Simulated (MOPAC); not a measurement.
**BBr2F (dibromofluoroborane): AM1**

What is the adiabatic ionisation energy of BBr2F (dibromofluoroborane) at AM1? 

The calculation is run with MOPAC 23.2.5.

3 further runs of the same task are left out: 3 set aside as unsound or not needed.

## 1. The structure to begin with

BBr2F: 4 atoms, total charge 0, spin state singlet. As SMILES, `FB(Br)Br`. All atoms were displaced at random from a relaxed shape. The run starts from this shape.

Bond lengths: F1–B2 1.333 Å, B2–Br3 1.849 Å, B2–Br4 1.839 Å. Angles: F1–B2–Br3 118.1°, F1–B2–Br4 118.8°, Br3–B2–Br4 123.1°.

## 2. A structure relaxation at AM1

The input, mol.mop:

```
AM1 MULLIK GNORM=0.05 CYCLES=300 PRECISE DISP EF AUX(PRECISION=6) THREADS=1
BBr2F, AM1

F      1.317080     0.461076     0.369541
B      0.099139     0.036816     0.031054
Br    -0.469328    -1.595036     0.688182
Br    -0.925926     1.085118    -1.078400
```

On the command line:

```sh
mopac mol.mop
```

mol.out:

```text
MOPAC v23.2.5
AM1 CALCULATION RESULTS
[...]
 *  GNORM      - EXIT WHEN GRADIENT NORM DROPS BELOW 0.050
[...]
           Empirical Formula: F B Br2  =     4 atoms
      MOLECULAR POINT GROUP   :   C2v
[...]
 CYCLE:     1 TIME:   0.004 TIME LEFT:  2.00D  GRAD.:   104.868 HEAT: -109.6188
[...]
 CYCLE:    10 TIME:   0.000 TIME LEFT:  2.00D  GRAD.:     0.012 HEAT: -113.8685
[...]
     SCF FIELD WAS ACHIEVED
[...]
                              SUM =       -113.86849 KCAL/MOL = FINAL HEAT OF FORMATION
          TOTAL ENERGY            =      -1264.59684 EV
          ELECTRONIC ENERGY       =      -2414.37384 EV
          CORE-CORE REPULSION     =       1149.77700 EV
          COSMO AREA              =        114.37 SQUARE ANGSTROMS
          COSMO VOLUME            =        101.59 CUBIC ANGSTROMS
          GRADIENT NORM           =          0.01246          =       0.00623 PER ATOM
          IONIZATION POTENTIAL    =         11.102483 EV
          HOMO LUMO ENERGIES (EV) =        -11.102 -1.315
          NO. OF FILLED LEVELS    =         12
          MOLECULAR WEIGHT        =        189.6164         POINT GROUP:  C2v
[...]
                             CARTESIAN COORDINATES
   1    F        1.389812269     0.488622828     0.391363399
   2    B        0.200498081     0.065525917     0.057285118
   3   Br       -0.507064297    -1.597300055     0.671773635
   4   Br       -0.960936137     1.063389978    -1.082280675
           Empirical Formula: F B Br2  =     4 atoms
      MOLECULAR POINT GROUP   :   C2v
[...]
              NET ATOMIC CHARGES AND DIPOLE CONTRIBUTIONS
  ATOM NO.   TYPE          CHARGE      No. of ELECS.   s-Pop       p-Pop
    1          F          -0.085400        7.0854     1.87695     5.20845
    2          B           0.163363        2.8366     1.17472     1.66192
    3         Br          -0.038981        7.0390     1.96694     5.07204
    4         Br          -0.038982        7.0390     1.96694     5.07204
 DIPOLE           X         Y         Z       TOTAL
 POINT-CHG.    -0.138    -0.049    -0.039     0.151
 HYBRID         0.770     0.274     0.216     0.845
 SUM            0.632     0.225     0.178     0.694
[...]
 * JOB ENDED NORMALLY *
[...]
```

Wall time 0.06 s (1 thread of Intel Xeon Platinum 8375C at 2.90GHz (Ice Lake), shared host).

Step by step:

```csv
step,energy from the first frame kept (eV),largest force (eV/Å)
0,0.0000,3.5987
1,-0.0894,2.6393
2,-0.1427,0.7761
3,-0.1609,0.3003
4,-0.1769,0.4928
5,-0.1833,0.3090
6,-0.1836,0.1914
7,-0.1842,0.0455
8,-0.1843,0.0085
9,-0.1843,0.0003
```

After the run. Bond lengths: F1–B2 1.306 Å, B2–Br3 1.909 Å, B2–Br4 1.909 Å. Angles: F1–B2–Br3 122.5°, F1–B2–Br4 122.5°, Br3–B2–Br4 115.0°.

## 3. The doublet cation: a structure relaxation at AM1

The input, mol.mop:

```
AM1 DISP DOUBLET GNORM=0.05 CHARGE=1 CYCLES=300 THREADS=1 AUX(PRECISION=6)
optimise of BBr2F

F 1.389812 1 0.488623 1 0.391363 1
B 0.200498 1 0.065526 1 0.057285 1
Br -0.507064 1 -1.597300 1 0.671774 1
Br -0.960936 1 1.063390 1 -1.082281 1
```

On the command line:

```sh
mopac mol.mop
```

mol.out:

```text
MOPAC v23.2.5
AM1 CALCULATION RESULTS
[...]
 *  GNORM      - EXIT WHEN GRADIENT NORM DROPS BELOW 0.050
[...]
           Empirical Formula: F B Br2  =     4 atoms
      MOLECULAR POINT GROUP   :   C2v
[...]
 CYCLE:     1 TIME:   0.004 TIME LEFT:  2.00D  GRAD.:    88.301 HEAT:  136.3635
[...]
 CYCLE:    18 TIME:   0.000 TIME LEFT:  2.00D  GRAD.:     0.028 HEAT:  124.0333
[...]
     SCF FIELD WAS ACHIEVED
[...]
                              SUM =        124.03331 KCAL/MOL = FINAL HEAT OF FORMATION
          TOTAL ENERGY            =      -1254.28044 EV
          ELECTRONIC ENERGY       =      -2416.40623 EV
          CORE-CORE REPULSION     =       1162.12579 EV
          COSMO AREA              =        112.66 SQUARE ANGSTROMS
          COSMO VOLUME            =         99.81 CUBIC ANGSTROMS
          GRADIENT NORM           =          0.02821          =       0.01410 PER ATOM
          IONIZATION POTENTIAL    =         17.734077 EV
          ALPHA SOMO LUMO (EV)    =        -17.811 -8.514
          BETA  SOMO LUMO (EV)    =        -17.734 -9.277
          NO. OF ALPHA ELECTRONS  =         12
          NO. OF BETA  ELECTRONS  =         11
          MOLECULAR WEIGHT        =        189.6164         POINT GROUP:  C2v
[...]
                             CARTESIAN COORDINATES
   1    F        1.584709022     0.555869801     0.447185748
   2    B        0.422546268     0.143727581     0.120392829
   3   Br       -0.630416160    -1.432055343     0.516813631
   4   Br       -1.014290462     0.836591348    -0.977752426
           Empirical Formula: F B Br2  =     4 atoms
      MOLECULAR POINT GROUP   :   C2v
[...]
              NET ATOMIC CHARGES AND DIPOLE CONTRIBUTIONS
  ATOM NO.   TYPE          CHARGE      No. of ELECS.   s-Pop       p-Pop
    1          F           0.048683        6.9513     1.86691     5.08441
    2          B           0.273621        2.7264     1.15882     1.56756
    3         Br           0.338728        6.6613     1.97806     4.68321
    4         Br           0.338969        6.6610     1.97809     4.68294
 DIPOLE           X         Y         Z       TOTAL
 POINT-CHG.     0.699     0.249     0.197     0.768
 HYBRID         0.770     0.274     0.216     0.845
 SUM            1.469     0.524     0.413     1.613
[...]
                    (S**2)  =    0.770120
[...]
 * JOB ENDED NORMALLY *
[...]
```

It took 0.08 s on 1 thread of Intel Xeon Platinum 8375C at 2.90GHz (Ice Lake), shared host.

Step by step:

```csv
step,energy from the first frame kept (eV),largest force (eV/Å)
0,0.0000,3.2709
1,-0.0498,2.8134
2,-0.1337,1.4585
3,-0.2188,0.8176
4,-0.3131,0.7642
5,-0.4131,1.1528
6,-0.4957,0.7134
7,-0.5195,0.7281
8,-0.5297,0.3744
9,-0.5335,0.1573
10,-0.5342,0.0909
11,-0.5345,0.0351
12,-0.5347,0.0184
13,-0.5347,0.0096
14,-0.5347,0.0057
15,-0.5347,0.0030
16,-0.5347,0.0016
17,-0.5347,0.0007
```

After the run. Bond lengths: F1–B2 1.276 Å, B2–Br3 1.936 Å, B2–Br4 1.937 Å. Angles: F1–B2–Br3 134.9°, F1–B2–Br4 134.9°, Br3–B2–Br4 90.2°.

## 4. Results

At AM1:

| quantity | value |
| --- | --- |
| run 1, AM1: total energy at the end | -46.47308 Eh |
| run 1, AM1: dipole moment | 0.69 D |
| run 1, AM1: HOMO energy | -11.10 eV |
| run 1, AM1: LUMO energy | -1.31 eV |
| run 1, AM1: HOMO–LUMO gap | 9.79 eV |
| run 1, AM1: heat of formation | -113.9 kcal/mol |
| doublet cation: total energy at the end | -46.09396 Eh |
| doublet cation: HOMO energy (over α and β) | -17.73 eV |
| doublet cation: LUMO energy (over α and β) | -9.28 eV |
| doublet cation: heat of formation | 124.0 kcal/mol |
| doublet cation: ⟨S²⟩ | 0.770 |
| adiabatic ionisation energy (to the doublet cation, no zero-point term) | 10.316 eV |

In words: The adiabatic ionisation energy (to the doublet cation, no zero-point term) is 10.32 eV (995 kJ/mol). The optimisation (run 1, AM1) took 9 steps and changed the energy by -0.184 eV. The optimisation (doublet cation) took 17 steps and changed the energy by -0.535 eV.
